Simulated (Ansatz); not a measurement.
**Ti4BeP: a trial structure relaxed**

Aim: relax Ti4BeP from this start, RbAlF4 type (P4/mmm, No. 123), and see where it ends.

Program: Ansatz 0.2.0. Level of theory: DFT PBE, scalar-relativistic, plane waves, PAW. These are calculated values, not measurements.

## 1. The starting structure

The structure is tetragonal, space group P4/mmm (No. 123). Conventional cell: a = 3.540 Å, b = 3.540 Å, c = 6.101 Å, α = 90.00°, β = 90.00°, γ = 90.00°. Around Ti (site symmetry mmm) lie 2 P at 1.77 Å. Ti (site symmetry 4mm) has 1 P at 1.69 Å in its first shell of neighbours. Be (site symmetry 4/mmm) has 8 Ti at 2.85 Å in its first shell of neighbours. P (site symmetry 4/mmm) is surrounded by 6 Ti at 1.69 to 1.77 Å.

Coordinates:

```
CELL_PARAMETERS angstrom
3.53965 0.00000 0.00000
0.00000 3.53965 0.00000
0.00000 0.00000 6.10108
ATOMIC_POSITIONS crystal
Ti 0.50000 0.00000 0.00000
Ti 0.00000 0.50000 0.00000
Ti 0.00000 0.00000 0.27700
Ti 0.00000 0.00000 0.72300
Be 0.50000 0.50000 0.50000
P 0.00000 0.00000 0.00000
```

(A quick probe on a coarse mesh, which set the mesh and smearing, is not shown.)

## 3. Coarse relaxation

File input.yaml:

```yaml
crystal:
  lattice:
    - [3.5396549207, 0.0, 0.0]
    - [0.0, 3.5396549207, 0.0]
    - [0.0, 0.0, 6.1010818059]
  atoms:
    - { symbol: Ti, position: [0.5, 0.0, 0.0] }
    - { symbol: Ti, position: [0.0, 0.5, 0.0] }
    - { symbol: Ti, position: [0.0, 0.0, 0.277] }
    - { symbol: Ti, position: [0.0, 0.0, 0.723] }
    - { symbol: Be, position: [0.5, 0.5, 0.5] }
    - { symbol: P, position: [0.0, 0.0, 0.0] }
basis:
  ecutwfc: 420
kpoints:
  mp_grid: { grid: [6, 6, 4] }
hamiltonian:
  xc: pbe
scf:
  occupations: { method: gaussian, width: 0.1 }
  lower_state_search: "off"
output:
  forces: true
  stress: true
  eigenvalues: true
relax:
  adjacent_minimum: "off"
  f_tol: 0.04
  max_steps: 70
  cell: { stress_tol: 0.4 }
```

Launch:

```console
$ ansatz run input.yaml --threads 1 --pin off --max-ram 2560MiB --backend cpu --events-out ev --progress --plain --runs-dir out
```

Further runs follow: relaxing cell and atoms.

What does the calculation give?

**Answer**, as computed:

Formation energies count from the elements, computed with the same settings in runs not shown here.

```
                          quantity                                                                      value
                              cell  a = 4.417 Å, b = 4.417 Å, c = 6.671 Å, α = 90.00°, β = 90.00°, γ = 90.00°
                       space group                                                           P4/mmm (No. 123)
                            volume                                                              21.70 Å³/atom
                   gap on the mesh                                                               none (metal)
formation energy from the elements                                                             +0.878 eV/atom
```

**Reading.** The space group stayed P4/mmm, and from the first guess the volume went from 12.74 to 21.70 Å³/atom. The formation energy of +0.88 eV/atom is positive, so the elements lie lower than this structure; another structure of the compound can lie lower. Where forces pass 15 eV/Å atoms stand far too close, the PAW spheres overlap strongly and those numbers are rough.
